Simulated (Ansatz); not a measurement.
Consider the interaction energy of a dimer with the counterpoise correction of I2 (the Ansatz DFT code, driven from Python).

`dimer.py`
```python
"""Interaction energy of two I2 molecules, with the counterpoise correction."""

import ansatz as az

params = {
    "basis_set": "def2-SVP",
    "level": "mp2",
}

FIRST = [
    ("I", (0.0, 0.0, -1.31)),
    ("I", (0.0, 0.0, 1.31)),
]
SECOND = [
    ("I", (-1.0973, -0.3713, -5.2326)),
    ("I", (1.2054, 0.7072, -4.6011)),
]

def energy(atoms, ghosts=()):
    molecule = az.Crystal.molecule()
    for symbol, xyz in atoms:
        molecule = molecule.atom(symbol, xyz)
    calc = (
        molecule.calculation()
        .basis(gaussian=params["basis_set"])
        .correlation(params["level"])
        .scf(lower_state_search="off")
    )
    deck = calc.input()
    if ghosts:
        deck = deck.set(az.key.basis.gaussian.ghost_atoms, [{"symbol": s, "position_ang": list(xyz)} for s, xyz in ghosts])
    return az.Session.from_dict(deck).plan().execute().report["free_energy_ev"]

# ghost atoms carry the functions of the partner
both = energy(FIRST + SECOND)
alone = energy(FIRST) + energy(SECOND)
ghosted = energy(FIRST, SECOND) + energy(SECOND, FIRST)
print(f"dimer {both:.6f} eV")
print(f"interaction, uncorrected   {23.060548 * (both - alone):8.3f} kcal/mol")
print(f"interaction, counterpoise  {23.060548 * (both - ghosted):8.3f} kcal/mol")
print(f"basis-set superposition    {23.060548 * (alone - ghosted):8.3f} kcal/mol")
```

How large is the interaction at this pose, and how much of it is basis-set superposition?

Uncorrected it is 0.459 kcal/mol, with the counterpoise correction 1.749 kcal/mol; the difference, 1.29 kcal/mol, is the superposition error. In this basis both values are repulsive.

What the script printed:

Output of `python dimer.py`:
```text
dimer -32302.550637 eV
interaction, uncorrected      0.459 kcal/mol
interaction, counterpoise     1.749 kcal/mol
basis-set superposition       1.291 kcal/mol
```

Reading the output:
- These settings explore the input space; basis and method may be short of convergence.
- The dimer is a generated trial pose of unrelaxed monomers, not a minimum, so the figure is no binding energy, and the basis set is small.
- def2 sets replace the cores of elements past krypton by effective core potentials.
- The spin state was assumed, and another may lie lower.
- Timing: 5.7 s on 1 thread of Intel(R) Xeon(R) Platinum 8488C (Sapphire Rapids), on a shared host, peak memory 0.32 GiB.

(Lines on the test bed's own set-up are left out of the output.)
